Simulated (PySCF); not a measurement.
# C3H7ClSi: the cost of one run

The runs use PySCF 2.14.0, with density-fitted response routines of our own; the level of theory stands in each step. All values are computed, except where a source is named. Atoms count from 0, in the outputs and in this text.

## (1) The starting structure

12 atoms, charge 0, multiplicity 1; geometry from: PBE0-D3(BJ)/def2-SVP.

Bonds of the start (Å): Si0–C1 1.90, C1–C2 1.49, C2–C3 1.34, C3–Cl4 1.73, Si0–H5 1.50, Si0–H6 1.50, Si0–H7 1.49, C1–H8 1.10, C1–H9 1.10, C2–H10 1.10, C3–H11 1.09.

## (2) Excited states and response: LDA/def2-SVPD

The job: settings as JSON, then the geometry in Å.

```
{"job": {"kind": "uv", "xc": "LDA", "basis": "def2-SVPD", "ip": true}, "charge": 0, "multiplicity": 1}
Si    -1.704946     0.104787    -0.249894
C     -0.183081    -0.164737     0.853026
C      1.030640     0.464377     0.266065
C      1.910412    -0.124143    -0.548988
Cl     1.786365    -1.778731    -1.038532
H     -2.908245    -0.520526     0.381347
H     -1.957328     1.569488    -0.414273
H     -1.476735    -0.502518    -1.593563
H     -0.044308    -1.251736     0.968815
H     -0.406838     0.257307     1.845723
H      1.217925     1.521235     0.485832
H      2.776768     0.390671    -0.967845
```

Method: TDDFT LDA/def2-SVPD, vertical, gas phase, core orbitals frozen in the response.

Run with:

```bash
$ OMP_NUM_THREADS=1 python probes_run.py task.json out
```

This one command runs all jobs of the session in turn.

Q: Estimate the wall time and peak memory of this first job on 1 thread of Arm Neoverse V1, shared host.

About 49 s, with a peak of 0.49 GiB.
